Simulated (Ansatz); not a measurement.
# MgI2: the cost of one run

Computed with Ansatz 0.2.0 (DFT PBE, scalar-relativistic, plane waves, PAW, unless a step's input says otherwise).

The COD entry's cell or inner coordinates are ideal or old and differ from later refinements, so a difference from it is no clean test against experiment.

1 further run of the same task is left out (it didn't finish).

## (1) Starting point

The structure is trigonal, space group P-3m1 (No. 164). Conventional cell: a = 4.140 Å, b = 4.140 Å, c = 6.880 Å, α = 90.00°, β = 90.00°, γ = 120.00°. Mg (site symmetry -3m) has 6 I at 2.94 Å as nearest neighbours. Around I (site symmetry 3m) lie 3 Mg at 2.94 Å.

Structure file:

```
CELL_PARAMETERS angstrom
4.14000 0.00000 0.00000
-2.07000 3.58535 0.00000
0.00000 0.00000 6.88000
ATOMIC_POSITIONS crystal
Mg 0.00000 0.00000 0.00000
I 0.33333 0.66667 0.25000
I 0.66667 0.33333 0.75000
```

The structure comes from the Crystallography Open Database.

## (2) The base run

Input file input.yaml:

```yaml
crystal:
  lattice:
    - [4.14, 0.0, 0.0]
    - [-2.07, 3.5853451717, 0.0]
    - [0.0, 0.0, 6.88]
  atoms:
    - { symbol: Mg, position: [0.0, 0.0, 0.0] }
    - { symbol: I, position: [0.3333333333, 0.6666666667, 0.25] }
    - { symbol: I, position: [0.6666666667, 0.3333333333, 0.75] }
basis:
  ecutwfc: 420
  fft_grid_basis: typed
kpoints:
  mp_grid: { grid: [9, 9, 4] }
hamiltonian:
  xc: pbe
  pseudopotentials: { kind: paw }
scf:
  occupations: { method: gaussian, width: 0.05 }
output:
  forces: true
  stress: true
  eigenvalues: true
  bader: true
  write_density: true
  volumetric_format: npy
  elf: true
```

The run is started by

```console
$ ansatz run input.yaml --threads 1 --pin off --max-ram 2560MiB --backend cpu --events-out ev --progress --plain --runs-dir out
```

Q: Estimate wall time and peak memory on 1 thread of Arm Neoverse N1, shared host.

About 35 s, with a peak of 0.39 GiB.
